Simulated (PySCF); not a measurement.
# TcH₃: relaxation and vibrations of the triplet

Aim: relax TcH₃ as a triplet from a hand-made trigonal pyramidal geometry, check by its vibrations whether the end is a minimum, and collect its spectrum and constants.

The runs use PySCF 2.14.0; PBE0, basis Tc def2-TZVP with ECP28, H def2-TZVP, scalar-relativistic core potentials, no spin–orbit coupling, density fitting.

## 1. Where the work starts

4 atoms, charge 0, spin multiplicity 3.

Bond lengths: Tc1–H2 1.600 Å, Tc1–H3 1.600 Å, Tc1–H4 1.600 Å. Angles: H2–Tc1–H3 99.8°, H2–Tc1–H4 99.8°, H3–Tc1–H4 99.8°.

Z-matrix (Å, degrees; charge 0 multiplicity 3):
```
Tc
H  1 1.6000
H  1 1.6000 2 99.75
H  1 1.6000 2 99.75 3 -101.76
```

## 2. Relaxation: trigonal pyramidal start, triplet

The steps below are one call of a driver around PySCF. For each, scf.py gives the equivalent set-up of the SCF; relaxations use the driver's own optimiser. Before each start the driver seeks the lowest SCF state from one or more starting densities and follows internal instabilities, so scf.py alone need not reach the same state.

The program finds C3v symmetry in the start, which this walk keeps.

The input, scf.py:

```python
from pyscf import gto, scf, dft
mol = gto.M(atom='''
Tc    -0.000000    -0.000000    -0.022282
H      1.412697     0.000032     0.728917
H     -0.706375     1.223416     0.728918
H     -0.706321    -1.223447     0.728919''',
    basis={'Tc': 'def2-TZVP', 'H': 'def2-TZVP'},
    ecp={'Tc': 'def2-TZVP'},
    charge=0, spin=2)
mf = dft.UKS(mol, xc='PBE0')
mf.grids.atom_grid = (50, 194)
aux = {'Tc': 'def2-universal-JKFIT', 'H': 'def2-universal-JKFIT'}
mf = mf.density_fit(auxbasis=aux)
mf.kernel()
```

After this run come: Relaxing without the symmetry constraint; Frequencies.

**Question.** What will these runs give? Wanted: minimum; geometry; wavenumbers; dipole moment; highest occupied, lowest empty level; polar-tensor charge of Tc1; zero-point energy; atomisation energy; ⟨S²⟩.

As calculated:

```
                                          quantity                                                              value
                                           minimum                                                        triplet, Cs
                                          geometry  Tc–H 1.612 Å, Tc–H 1.620 Å (×2); H–Tc–H 96.6° (×2), H–Tc–H 105.2°
                                wavenumbers (cm⁻¹)    432 (a'), 508 (a''), 558 (a'), 1988 (a''), 2019 (a'), 2075 (a')
                                     dipole moment                                                             2.87 D
highest occupied, lowest empty level (either spin)                                                    -5.38, -2.13 eV
                        polar-tensor charge of Tc1                                                            +0.85 e
                                 zero-point energy                                                        45.3 kJ/mol
                               entropy at 298.15 K                                                    253.2 J/(mol K)
         atomisation energy (no zero-point energy)                                                         731 kJ/mol
                                              ⟨S²⟩                                                              2.026
```

What this shows: The trigonal pyramidal start (C3v) ends in a minimum of Cs symmetry. In the infrared the band at 1988 cm⁻¹ (a'', stretch) leads. Most of the spin sits on Tc1 (Mulliken spin 2.30, against 2 for the whole molecule). Only this shape and spin were tried, so other structures or states may lie lower. One determinant may miss the lowest occupation of an open d or f shell.
